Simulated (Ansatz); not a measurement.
# LuAl3: the cost of one run

All numbers are computed with Ansatz 0.2.0, driven from Python. Level of theory: DFT PBEsol, plane waves, PAW.

## (1) The structure

The structure is cubic, space group Pm-3m (No. 221). Conventional cell: a = 4.169 Å, b = 4.169 Å, c = 4.169 Å, α = 90.00°, β = 90.00°, γ = 90.00°. Around Lu (site symmetry m-3m) lie 12 Al at 2.95 Å. Around Al (site symmetry 4/mmm) lie 4 Lu at 2.95 Å and 8 Al at 2.95 Å.

The script holds or builds the structure itself.

## (2) The code

Contents of eos_lual3.py:

```python
# -*- coding: utf-8 -*-
"""Energy against volume for LuAl3, with a fit."""

import warnings

import ansatz as az
import numpy as np

VECTORS = np.array([
    [4.168542, 0.0, 0.0],
    [0.0, 4.168542, 0.0],
    [0.0, 0.0, 4.168542],
])
SITES = [
    ("Lu", [0.0, 0.0, 0.0]),
    ("Al", [0.0, 0.5, 0.5]),
    ("Al", [0.5, 0.5, 0.0]),
    ("Al", [0.5, 0.0, 0.5]),
]


def build(cell):
    crystal = az.Crystal(lattice=az.Lattice.of(cell))
    for symbol, position in SITES:
        crystal = crystal.atom(symbol, position)
    return crystal

warnings.simplefilter("ignore", az.DeckWarning)

# uniform scaling of the cell
volumes, energies = [], []
for scale in np.linspace(0.92, 1.08, 7):
    cell = VECTORS * scale ** (1 / 3)
    calculation = (
        build(cell).calculation()
        .functional("pbesol")
        .occupations("Methfessel-Paxton", width=0.1)
        .basis(420)
        .kpoints(6, 6, 6)
    )
    rep = calculation.run().report
    volumes.append(abs(np.linalg.det(cell)) / len(SITES))
    energies.append(rep["free_energy_ev"] / len(SITES))
    print(f"V = {volumes[-1]:8.4f} A^3/atom  F = {energies[-1]:.5f} eV/atom")

# third-order Birch-Murnaghan: a cubic in V^(-2/3)
x = np.array(volumes) ** (-2 / 3)
poly = np.polynomial.Polynomial.fit(x, energies, 3).convert()
roots = poly.deriv().roots()
x0 = min((r.real for r in roots if abs(r.imag) < 1e-9 and poly.deriv(2)(r.real) > 0), key=lambda r: abs(r - x.mean()))
v0 = x0 ** -1.5
b0 = 4 / 9 * poly.deriv(2)(x0) * v0 ** (-7 / 3) * 160.21766
b1 = 4 + 2 / 3 * x0 * poly.deriv(3)(x0) / poly.deriv(2)(x0)
print(f"V0 = {v0:.4f} A^3/atom, B0 = {b0:.1f} GPa, dB/dP = {b1:.2f}")
```

## (3) The input behind the calls

The package turns the script's settings into the engine's input (first run):

```yaml
crystal:
  lattice:
    - [4.0542773708240025, 0.0, 0.0]
    - [0.0, 4.0542773708240025, 0.0]
    - [0.0, 0.0, 4.0542773708240025]
  atoms:
    - { symbol: Lu, position: [0.0, 0.0, 0.0] }
    - { symbol: Al, position: [0.0, 0.5, 0.5] }
    - { symbol: Al, position: [0.5, 0.5, 0.0] }
    - { symbol: Al, position: [0.5, 0.0, 0.5] }
basis:
  ecutwfc: 420.0
kpoints:
  mp_grid:
    grid: [6, 6, 6]
hamiltonian:
  xc: pbesol
scf:
  occupations:
    method: methfessel_paxton
    width: 0.1
```

## (4) Launch

The run is started by

```sh
python eos_lual3.py
```

Q: Estimate wall time and peak memory on 1 thread of Intel Xeon Platinum 8259CL at 2.50GHz (Skylake/Cascade Lake), shared host.

About 39 s, with a peak of 0.43 GiB.
